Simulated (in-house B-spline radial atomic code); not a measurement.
# Cs⁵²⁺: ionisation energy by several methods

How far do functionals differ on the ionisation energy of Cs⁵²⁺? Each run solves Cs⁵²⁺ and then the next ion (1s2).

The numbers are computed with in-house B-spline radial atomic code version 1 (scalar-relativistic (X2C), several functionals, spin-polarised; spherical all-electron atom at the radial basis limit), except any that are marked as measured or tabulated.

## (1) The atom as given

```
element       : caesium (Z = 55)
charge        : +52
electrons     : 3
configuration : [He] 2s1
nucleus       : Fermi, rms radius 4.804 fm
```

The outer shells:

[He] 2s1
```
[He] core
2s [↑ ]
```

Where spins are not typed, each open shell is filled with up spins first.

## (2) BP86, a GGA

Settings of the run:

```ini
Z = 55
electrons = 3.0
configuration = [He] 2s1
hamiltonian = x2c
method = b88,p86
spin_polarised = True
nucleus = fermi
rms_radius = 4.8041
mass_number = 133
atomic_mass = 132.905451958
speed_of_light = 137.035999084
```

Launch:

```bash
python run_scf.py task.json out
```

task.json lists these runs, among others, and the program works through them in turn.

## (3) exchange-only LDA

The settings differ from step 2 so:

```diff
@@ -4,3 +4,3 @@
 hamiltonian = x2c
-method = b88,p86
+method = lda,
 spin_polarised = True
```

## (4) PBE0, a global hybrid

The settings differ from step 3 so:

```diff
@@ -4,3 +4,3 @@
 hamiltonian = x2c
-method = lda,
+method = pbe0
 spin_polarised = True
```

## (5) revTPSS, a meta-GGA

The settings differ from step 4 so:

```diff
@@ -4,3 +4,3 @@
 hamiltonian = x2c
-method = pbe0
+method = revtpss,revtpss
 spin_polarised = True
```

## (6) B97-1, a global hybrid

The settings differ from step 5 so:

```diff
@@ -4,3 +4,3 @@
 hamiltonian = x2c
-method = revtpss,revtpss
+method = b97_1
 spin_polarised = True
```

## (7) LC-ωPBE, a range-separated hybrid

The settings differ from step 6 so:

```diff
@@ -4,3 +4,3 @@
 hamiltonian = x2c
-method = b97_1
+method = lc_wpbe
 spin_polarised = True
```

## (8) TPSS, a meta-GGA

The settings differ from step 7 so:

```diff
@@ -4,3 +4,3 @@
 hamiltonian = x2c
-method = lc_wpbe
+method = tpss,tpss
 spin_polarised = True
```

The tabulated ionisation energy is 10208.8 ± 0.05 eV (tabulated theoretical; NIST Atomic Spectra Database). What does each method give, and which comes nearest?

As calculated:

| method | rung | total energy (hartree) | ΔSCF (eV) | −ε highest (eV) | ΔSCF less tabulated (eV) |
| --- | --- | --- | --- | --- | --- |
| exchange-only LDA | LDA | -3489.8579 | 10208.1 | 10119.3 (2s up) | -0.7 |
| BP86 | GGA | -3495.9715 | 10223.0 | 10133.3 (2s up) | +14.2 |
| revTPSS | meta-GGA | -3495.6845 | 10220.6 | 10136.2 (2s up) | +11.8 |
| TPSS | meta-GGA | -3495.7647 | 10222.1 | 10136.0 (2s up) | +13.4 |
| PBE0 | global hybrid | -3495.3272 | 10222.0 | 10153.6 (2s up) | +13.2 |
| B97-1 | global hybrid | -3495.6154 | 10220.5 | 10150.0 (2s up) | +11.8 |
| LC-ωPBE | range-separated hybrid | -3495.3917 | 10223.3 | 10138.0 (2s up) | +14.5 |

Against the tabulated ionisation energy, 10208.8 ± 0.05 eV (tabulated theoretical; NIST Atomic Spectra Database), the best here is exchange-only LDA (-0.7 eV) and the worst LC-ωPBE (+14.5 eV, or 0.14 %). Mean absolute error by rung (exchange-only levels left out): GGA 14.24 eV, meta-GGA 12.60 eV, global hybrid 12.50 eV, range-separated hybrid 14.49 eV. Relativistic terms that these runs lack can be as large as the gaps between close methods, so the nearest may be so by luck. Spin-orbit coupling is left out.
